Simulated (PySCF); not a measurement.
# CH6OSSi (SMILES C[SiH](O)S): levels of theory compared

Wanted: a comparison of 5 runs (HF/3-21G, HF/def2-SVP, HF/def2-TZVP, B3LYP/6-31G*, TPSSh/6-31G**) of CH6OSSi. The job is set up through a Python script.

The calculation is run with PySCF 2.14.0.

## 1. Starting point

The species is CH6OSSi (10 atoms), meant as a singlet with charge 0. As SMILES, `C[SiH](O)S`. The shape is that of a PBE0-D4/def2-TZVP optimisation. This is one conformer, not always the lowest.

Bond lengths: C1–Si2 1.852 Å, Si2–O3 1.646 Å, Si2–S4 2.141 Å, C1–H5 1.092 Å, C1–H6 1.093 Å, C1–H7 1.092 Å, Si2–H8 1.487 Å, O3–H9 0.959 Å, S4–H10 1.345 Å. Some angles: C1–Si2–O3 105.8°, C1–Si2–S4 113.0°, O3–Si2–S4 112.0°, C1–Si2–H8 112.4°, O3–Si2–H8 111.7°, S4–Si2–H8 102.1°, Si2–C1–H5 110.6°, Si2–C1–H6 110.2°, Si2–C1–H7 110.7°, Si2–O3–H9 116.8°.

## 2. Energy and forces at HF/3-21G (run 1)

calc.py reads:

```python
# C[SiH](O)S
import pyscf.grad
from pyscf import gto

mol = gto.Mole()
mol.atom = '''
C   -0.953400   0.912900  -0.368400
Si  -0.031700  -0.579100   0.226500
O    0.661100  -0.139100   1.653400
S    1.417200  -1.286300  -1.182600
H   -1.481700   0.692300  -1.297900
H   -1.681600   1.230200   0.382200
H   -0.267500   1.743800  -0.548700
H   -0.914800  -1.764500   0.386800
H    1.285100  -0.756400   2.039200
H    2.050600  -0.105000  -1.287800
'''
mol.max_memory = 1860
mol.verbose = 4
mol.basis = '3-21g'
mol.build()

myscf = mol.RHF()
myscf.conv_tol = 1e-10
myscf.kernel()
if not myscf.converged:
    myscf = myscf.newton().run(myscf.mo_coeff, myscf.mo_occ)

energy = myscf.e_tot
print(f'total energy: {energy:.8f} hartree')
grad = myscf.Gradients().kernel()
dip = myscf.dip_moment()
pop, q = myscf.mulliken_pop()
```

Launch:

```
$ OMP_NUM_THREADS=1 python calc.py
```

Standard output:

```text
PySCF version 2.14.0

[... 64 lines left out ...]
converged SCF energy = -798.618708218427
total energy: -798.61870822 hartree
[... 11 lines left out ...]
Dipole moment(X, Y, Z, Debye): -0.37472,  0.86533,  0.85915
[... 67 lines left out ...]
charge of    9H =      0.08108
```

It took 3.6 s on 1 thread of Intel Xeon at 2.70GHz, shared host; peak memory 0.13 GiB.

## 3. Energy and forces at HF/def2-SVP (run 2)

job.py reads:

```python
# C[SiH](O)S
from pyscf import gto, scf

mol = gto.M(
    atom='''
C       -0.953400       0.912900      -0.368400
Si      -0.031700      -0.579100       0.226500
O        0.661100      -0.139100       1.653400
S        1.417200      -1.286300      -1.182600
H       -1.481700       0.692300      -1.297900
H       -1.681600       1.230200       0.382200
H       -0.267500       1.743800      -0.548700
H       -0.914800      -1.764500       0.386800
H        1.285100      -0.756400       2.039200
H        2.050600      -0.105000      -1.287800
''',
    max_memory=1860,
    basis='def2-svp',
    charge=0,
    verbose=4,
)

mf = scf.RHF(mol)
mf.conv_tol = 1e-10
mf.kernel()
if not mf.converged:
    mf = mf.newton().run(mf.mo_coeff, mf.mo_occ)

etot = mf.e_tot
print('Final energy', etot)
grad = mf.nuc_grad_method().kernel()
mf.analyze()
```

Launch:

```
$ OMP_NUM_THREADS=1 python job.py
```

Standard output:

```text
PySCF version 2.14.0

[... 91 lines left out ...]
MO #4   energy= -11.2183577123621  occ= 2
[... 17 lines left out ...]
MO #22  energy= -0.526604646822255 occ= 2
[... 17 lines left out ...]
MO #40  energy= 0.615780044544882  occ= 0
[... 17 lines left out ...]
MO #58  energy= 1.10670052007651   occ= 0
[... 17 lines left out ...]
MO #76  energy= 2.03972977670222   occ= 0
[... 17 lines left out ...]
MO #94  energy= 4.10136705418975   occ= 0
[... 107 lines left out ...]
Dipole moment(X, Y, Z, Debye):  0.10672,  0.53299,  0.43246
```

Run time: 8.4 s. Hardware: 1 thread of Intel Xeon at 2.70GHz, shared host; peak memory 0.19 GiB.

Runs 3 to 4 aren't shown in full; the table further down has their settings and results.

## 4. Energy and forces at TPSSh/6-31G(d,p) (spherical functions) (run 5)

input.xyz reads:

```xyz
10
CH6OSSi
C     -0.953400     0.912900    -0.368400
Si    -0.031700    -0.579100     0.226500
O      0.661100    -0.139100     1.653400
S      1.417200    -1.286300    -1.182600
H     -1.481700     0.692300    -1.297900
H     -1.681600     1.230200     0.382200
H     -0.267500     1.743800    -0.548700
H     -0.914800    -1.764500     0.386800
H      1.285100    -0.756400     2.039200
H      2.050600    -0.105000    -1.287800
```

calc.py reads:

```python
from pyscf import gto, dft

mol = gto.M(
    atom='input.xyz',
    max_memory=1860,
    verbose=4,
    basis='6-31g**',
)

myscf = dft.RKS(mol)
myscf.xc = 'tpssh'
myscf.grids.level = 5
myscf.conv_tol = 1e-10
myscf.kernel()
if not myscf.converged:
    myscf = myscf.newton().run(myscf.mo_coeff, myscf.mo_occ)

etot = myscf.e_tot
print('E(%s) = %.9f' % ('TPSSH', etot))
grad = myscf.nuc_grad_method().kernel()
myscf.analyze()
```

Launch:

```
$ OMP_NUM_THREADS=1 python calc.py
```

Standard output:

```text
PySCF version 2.14.0

[... 105 lines left out ...]
MO #4   energy= -10.1107594502765  occ= 2
[... 17 lines left out ...]
MO #22  energy= -0.346912017826852 occ= 2
[... 17 lines left out ...]
MO #40  energy= 0.371599628049662  occ= 0
[... 17 lines left out ...]
MO #58  energy= 0.982413205577488  occ= 0
[... 17 lines left out ...]
MO #76  energy= 2.12247786132705   occ= 0
[... 17 lines left out ...]
MO #94  energy= 3.47201686096503   occ= 0
[... 107 lines left out ...]
Dipole moment(X, Y, Z, Debye): -0.02507,  0.80454,  0.64129
```

Run time: 91 s. Hardware: 1 thread of Intel Xeon at 2.70GHz, shared host; peak memory 0.93 GiB.

## 5. The series

```
run                                level  integration grid  energy (Eh)  dipole moment (D)  HOMO energy (eV)  LUMO energy (eV)  wall time
  1                             HF/3-21G                 –  -798.618708               1.28            -10.60              4.78      3.6 s
  2                          HF/def2-SVP                 –  -802.471225               0.69            -10.30              4.42      8.4 s
  3                         HF/def2-TZVP                 –  -802.858795               0.61            -10.36              3.47       72 s
  4   B3LYP/6-31G* (spherical functions)                 5  -804.696012               0.96             -7.09              0.81       44 s
  5  TPSSh/6-31G** (spherical functions)                 5  -804.712268               1.03             -6.73              0.67       91 s
```

## 6. Summary of results

```
                       quantity          value
            run 5: total energy  -804.71227 Eh
           run 5: dipole moment         1.03 D
             run 5: HOMO energy       -6.73 eV
             run 5: LUMO energy        0.67 eV
           run 5: HOMO–LUMO gap        7.40 eV
run 5: largest force on an atom     0.589 eV/Å
```

**Reading.** The dipole moment (its size) runs from 0.61 D (HF/def2-TZVP) to 1.28 D (HF/3-21G). The HOMO–LUMO gap runs from 7.40 eV (TPSSh/6-31G**) to 15.38 eV (HF/3-21G). The two ends differ in method and basis. Totals of different functionals can't be ranked against each other. All runs together took 3.7 min, the longest 91 s.
